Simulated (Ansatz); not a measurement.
# NaP2H5O6: the cost of one run

Method: DFT PBE, plane waves, PAW, scalar-relativistic, no spin polarisation, in Ansatz 0.2.0.

## (1) The structure to begin with

The cell holds 28 atoms (H10Na2O12P4): a = 6.144 Å, b = 6.144 Å, c = 10.087 Å, α = 90.73°, β = 90.73°, γ = 59.37°.

Its coordinates follow in the input file.

## (2) Run 1

200 steps of 0.5 fs under a Langevin thermostat at 1500 K.

input.yaml

```yaml
accuracy: low
crystal:
  lattice:
    - [5.337825, -3.04288, 0.0]
    - [5.337825, 3.04288, 0.0]
    - [-0.148795, 0.0, 10.085559]
  atoms:
    - { symbol: Na, position: [0.020124, 0.984912, 0.490184] }
    - { symbol: Na, position: [0.984912, 0.020124, 0.990184] }
    - { symbol: H, position: [0.663783, 0.668087, 0.955934] }
    - { symbol: H, position: [0.668087, 0.663783, 0.455934] }
    - { symbol: H, position: [0.334133, 0.328806, 0.040721] }
    - { symbol: H, position: [0.328806, 0.334133, 0.540721] }
    - { symbol: H, position: [0.978414, 0.668932, 0.231585] }
    - { symbol: H, position: [0.350562, 0.975902, 0.22991] }
    - { symbol: H, position: [0.975902, 0.350562, 0.72991] }
    - { symbol: H, position: [0.668932, 0.978414, 0.731585] }
    - { symbol: H, position: [0.326015, 0.640585, 0.775937] }
    - { symbol: H, position: [0.640585, 0.326015, 0.275937] }
    - { symbol: P, position: [0.668491, 0.65675, 0.097062] }
    - { symbol: P, position: [0.65675, 0.668491, 0.597062] }
    - { symbol: P, position: [0.332133, 0.321152, 0.898997] }
    - { symbol: P, position: [0.321152, 0.332133, 0.398997] }
    - { symbol: O, position: [0.868783, 0.738656, 0.139042] }
    - { symbol: O, position: [0.387967, 0.874344, 0.135966] }
    - { symbol: O, position: [0.736508, 0.391017, 0.14336] }
    - { symbol: O, position: [0.874344, 0.387967, 0.635966] }
    - { symbol: O, position: [0.738656, 0.868783, 0.639042] }
    - { symbol: O, position: [0.391017, 0.736508, 0.64336] }
    - { symbol: O, position: [0.118098, 0.271521, 0.854101] }
    - { symbol: O, position: [0.603943, 0.123964, 0.85198] }
    - { symbol: O, position: [0.262235, 0.608224, 0.865231] }
    - { symbol: O, position: [0.123964, 0.603943, 0.35198] }
    - { symbol: O, position: [0.271521, 0.118098, 0.354101] }
    - { symbol: O, position: [0.608224, 0.262235, 0.365231] }
basis:
  ecutwfc: 420.0
kpoints:
  mp_grid: { grid: [2, 2, 1] }
hamiltonian:
  xc: pbe
scf:
  occupations: { method: fermi_dirac, width: 0.05 }
  lower_state_search: "off"
  convergence: { dr2_threshold: 0.1 }
md:
  timestep: 0.5
  n_steps: 200
  ensemble: nvt_langevin
  temperature: 1500.0
  initial_velocities: maxwell_boltzmann
  seed: 990166
  friction: 0.05
```

Launch:

```sh
ansatz run input.yaml --threads 1 --pin off --max-ram 3072MiB --backend cpu --events-out ev --progress --plain --runs-dir out
```

Q: Estimate wall time and peak memory on 1 thread of Arm Neoverse V1, shared host.

About 10 min, with a peak of 0.61 GiB.
